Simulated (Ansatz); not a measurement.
# AlFH₃NS: one species, many methods

The task here is to estimate one member of a computed series from the others.

Method: functionals in def2-TZVPP, the program's frozen cores in correlated methods; program: Ansatz 0.2.0, Gaussian basis.

Levels to be run: LDA (SPW92), PBE-D4, revPBE-D4, BLYP-D4, r2SCAN-D4, B97M-V, PBE0-D4, B3LYP-D4, r2SCANh-D4, r2SCAN0-D4, HSE06-D4, BHLYP-D4, CAM-B3LYP-D4, LC-ωPBE, ωB97X-V, ωB97M-V, B2PLYP, PBE-QIDH; CCSD(T)/def2-SVP; CCSD(T)/def2-TZVPP; MP2/def2-QZVPP; extrapolation to the limit; RPA on PBE.

## The geometry

All runs share one geometry, relaxed beforehand with PBE0-D4 in a triple-zeta def2 set.

SMILES `[NH2][Al]([F])[SH]`, 7 atoms, charge 0, spin multiplicity 1.

Atoms are counted from 1 here; the program's logs count them from 0.

Bond lengths: N1–Al2 1.752 Å, N1–H5 1.006 Å, N1–H6 1.006 Å, Al2–F3 1.648 Å, Al2–S4 2.172 Å, S4–H7 1.345 Å. Angles: Al2–N1–H5 124.5°, Al2–N1–H6 124.8°, H5–N1–H6 110.7°, N1–Al2–F3 119.4°, N1–Al2–S4 121.8°, F3–Al2–S4 118.8°, Al2–S4–H7 91.8°.

Set-up of the first run:

Contents of in.yaml:

```yaml
crystal:
  periodic: [false, false, false]
  atoms:
    - {symbol: N, position_ang: [-0.857094, 0.816828, 0.836481]}
    - {symbol: Al, position_ang: [0.369649, -0.126075, 0.014811]}
    - {symbol: F, position_ang: [1.871876, -0.254690, 0.680212]}
    - {symbol: S, position_ang: [-0.032383, -1.136861, -1.865303]}
    - {symbol: H, position_ang: [-0.715309, 1.299956, 1.707969]}
    - {symbol: H, position_ang: [-1.797584, 0.950122, 0.504468]}
    - {symbol: H, position_ang: [1.222044, -1.617280, -1.924438]}
basis:
  gaussian: {orbitals: def2-TZVPP}
hamiltonian: {xc: lda}
output: {orbitals: {seedname: orbitals}}
```

Steps of the session up to this table: LDA; PBE-D4 (GGA); revPBE-D4 (GGA); BLYP-D4 (GGA); r2SCAN-D4 (meta-GGA); B97M-V (meta-GGA); PBE0-D4 (hybrid); B3LYP-D4 (hybrid); r2SCANh-D4 (hybrid); r2SCAN0-D4 (hybrid); HSE06-D4 (hybrid); BHLYP-D4 (hybrid); CAM-B3LYP-D4 (range-separated); LC-ωPBE-D4 (range-separated; the results give it without D4); ωB97X-V (range-separated); ωB97M-V (range-separated); B2PLYP (double hybrid); PBE-QIDH (double hybrid).

One of the session's tables, all rows but one given; the rest of the session is left out.

It belongs to the step «Orbital energies across the functionals». 

| functional | HOMO (eV) | gap (eV) |
| --- | --- | --- |
| LDA (SPW92) | -6.41 | 4.94 |
| PBE-D4 | -6.24 | 5.01 |
| revPBE-D4 | -6.18 | 5.07 |
| BLYP-D4 | -6.09 | 4.89 |
| r2SCAN-D4 | -6.54 | 5.80 |
| B97M-V | -6.57 | 5.56 |
| PBE0-D4 | -7.58 | 7.17 |
| B3LYP-D4 | -7.32 | 6.61 |
| r2SCANh-D4 | -7.04 | 6.56 |
| r2SCAN0-D4 | -7.78 | 7.67 |
| HSE06-D4 | -7.18 | 6.40 |
| BHLYP-D4 | ? | ? |
| CAM-B3LYP-D4 | -8.93 | 9.38 |
| LC-ωPBE | -10.38 | 12.10 |
| ωB97X-V | -9.98 | 11.49 |
| ωB97M-V | -9.82 | 10.98 |

Estimate the missing values for BHLYP-D4.

Worked estimate for «HOMO (eV)». Against the share of exact exchange, BLYP-D4 (0, -6.09), B3LYP-D4 (0.2, -7.32) give a slope of -6.15 per unit share; at 0.5 the line stands at -9.16.

As computed: HOMO (eV): -8.73; gap (eV): 9.03. In «HOMO (eV)» the line misses by -0.43.
